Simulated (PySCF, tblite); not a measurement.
**C6H15NSSi: geometry, infrared bands and NMR shifts**

What infrared bands and NMR shifts should C6H15NSSi (`CN[SiH2]C/C(C)=C\SC`) show?

Programs: tblite 0.8.0 and PySCF 2.14.0, with density-fitted response routines of our own. Each step states its level of theory. These are calculated values for one molecule in the gas phase, unless marked as measured. Atoms count from 0, in the outputs and in this text.

### 1 The starting structure

24 atoms, charge 0, multiplicity 1; geometry from: force field or distance geometry start.

Bonds of the start (Å): C0–N1 1.44, N1–Si2 1.77, Si2–C3 1.89, C3–C4 1.49, C4–C5 1.50, C4–C6 1.33, C6–S7 1.79, S7–C8 1.79, C0–H9 1.11, C0–H10 1.14, C0–H11 1.09, N1–H12 1.02, Si2–H13 1.45, Si2–H14 1.48, C3–H15 1.09, C3–H16 1.10, C5–H17 1.10, C5–H18 1.11, C5–H19 1.12, C6–H20 1.10, C8–H21 1.12, C8–H22 1.14, C8–H23 1.09.

### 2 Optimising the geometry with GFN2-xTB

Job settings and geometry (Å):

```
{"job": {"kind": "relax", "xc": "GFN2-xTB", "basis": "xTB"}, "charge": 0, "multiplicity": 1}
C      3.635500     0.783500    -0.055100
N      2.814200    -0.348400    -0.383500
Si     1.415800    -0.599200     0.669000
C     -0.091700    -0.078200    -0.347300
C     -1.305700    -0.868100    -0.012100
C     -1.277800    -2.354400    -0.224400
C     -2.434900    -0.335100     0.435600
S     -2.642500     1.418700     0.742600
C     -2.600900     2.416900    -0.738700
H      4.474200     0.816900    -0.780600
H      2.948000     1.677700    -0.185800
H      4.094100     0.761000     0.938400
H      3.319900    -1.202800    -0.631800
H      1.284100    -1.940000     1.207200
H      1.447200     0.343900     1.812400
H     -0.259700     0.975000    -0.128400
H      0.166100    -0.324700    -1.386800
H     -0.472700    -2.675700    -0.899600
H     -2.234700    -2.724400    -0.655400
H     -1.136300    -2.802700     0.794800
H     -3.302300    -0.981900     0.658600
H     -3.612200     2.492400    -1.211100
H     -2.333000     3.480500    -0.429000
H     -1.906200     2.088900    -1.514600
```

Launch:

```sh
$ OMP_NUM_THREADS=1 python probes_run.py task.json out
```

One launch serves the whole session: the jobs run in the order shown.

**Question.** This job is followed by: GFN2-xTB harmonic vibrations, gas phase; GIAO PBE0/pcSseg-1 NMR shielding, non-relativistic, gas phase. Predict these results of the whole session: strongest single infrared mode (GFN2-xTB); zero-point energy (GFN2-xTB); 13C shifts against TMS (PBE0/pcSseg-1); 1H shifts against TMS (PBE0/pcSseg-1, means over atoms taken as alike); 15N shifts against NH3 (PBE0/pcSseg-1); 29Si shifts against TMS (PBE0/pcSseg-1); 33S shifts against CS2 (PBE0/pcSseg-1); surface potential, 1st and 99th percentile.

**Answer**, as computed:

| quantity | value |
| --- | --- |
| strongest single infrared mode (GFN2-xTB) | 2179 cm⁻¹, 358 km/mol |
| zero-point energy (GFN2-xTB) | 122.1 kcal/mol |
| 13C shifts against TMS (PBE0/pcSseg-1) | 134.3, 127.1, 31.7, 27.6, 22.5, 21.5 ppm |
| 1H shifts against TMS (PBE0/pcSseg-1, means over atoms taken as alike) | 5.25, 4.65, 2.78, 2.21, 2.06, 1.88, -0.06 ppm |
| 15N shifts against NH3 (PBE0/pcSseg-1) | 17.4 ppm |
| 29Si shifts against TMS (PBE0/pcSseg-1) | -34.4 ppm |
| 33S shifts against CS2 (PBE0/pcSseg-1) | -13 ppm |
| surface potential, 1st and 99th percentile | -1.17 V and 1.17 V |

**Reading.** Over 204 steps the energy fell by 0.821 eV; of the close pairs, C8–H22 changed most, 1.140 to 1.085 Å. The lowest mode is slightly imaginary (3i cm⁻¹), a soft motion within the noise of the Hessian, so the minimum is not strictly shown. The strongest single mode, at 2179 cm⁻¹, moves mainly H14. Unscaled tight-binding wavenumbers are off by several per cent, some by more. Its intensities can rank the bands wrongly. H20 (hydrogen on an alkene CH) lies farthest downfield among hydrogen, at 5.25 ppm; a vinylic proton, deshielded by the sp2 carbon and the C=C anisotropy. At PBE0/pcSseg-1: The largest span, 346 ppm, is at S7, where the paramagnetic term is -544 ppm.
